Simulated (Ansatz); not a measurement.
# ZnNi: a single-point run

Aim: a sound single-point run of ZnNi. The structure is shown as the input types it.

Method: DFT, r2SCAN, PAW with Ansatz's default frozen-core files, scalar-relativistic, in Ansatz 0.2.0.

## (1) The starting structure

Symmetry: P4/mmm, No. 123, tetragonal system. The conventional cell has a = 2.754 Å, b = 2.754 Å, c = 3.214 Å, α = 90.00°, β = 90.00°, γ = 90.00°. Zn (site symmetry 4/mmm) has 8 Ni at 2.52 Å and 4 Zn at 2.75 Å as nearest neighbours. Ni (site symmetry 4/mmm) is surrounded by 8 Zn at 2.52 Å and 4 Ni at 2.75 Å.

As a file:

```xyz
2
Lattice="2.7542 0.0000 0.0000 0.0000 2.7542 0.0000 0.0000 0.0000 3.2140" Properties=species:S:1:pos:R:3 pbc="T T T"
Zn    1.3771    1.3771    1.6070
Ni    0.0000    0.0000    0.0000
```

## (2) Running it

File input.yaml:

```yaml
crystal:
  lattice:
    - [2.7541809127, 0.0, 0.0]
    - [0.0, 2.7541809127, 0.0]
    - [0.0, 0.0, 3.214]
  atoms:
    - { symbol: Zn, position: [0.5, 0.5, 0.5] }
    - { symbol: Ni, position: [0.0, 0.0, 0.0], spin: 0.05 }
magnetization:
  spin_polarized: true
  initial_magnetization: 0.05
  spin_locking: { lock_magnetization: hard }
kpoints:
  mp_grid: { grid: [12, 12, 10] }
scf:
  occupations: { method: fermi_dirac, width: 0.05 }
  lower_state_search: "off"
  max_iter: 60
hamiltonian:
  xc: r2scan
  pseudopotentials: { kind: paw }
output:
  forces: true
  stress: true
  eigenvalues: true
basis:
  ecutwfc: "520 ev"
```

The run is started by

```sh
> ansatz run input.yaml --threads 1 --pin off --max-ram 3072MiB --backend cpu --events-out ev --progress --plain --runs-dir out
```

Q: Will this input give a usable result? If not, why, and what should change?

The run ended at the input check. Its message: «line 27 column 12: unknown unit factor `ev` — a unit is read by its exact case: `eV` is a unit here, `ev` is not»

In the input, basis.ecutwfc is 520 ev. The unit is at fault.

Fix: delete basis.ecutwfc (the default then holds).
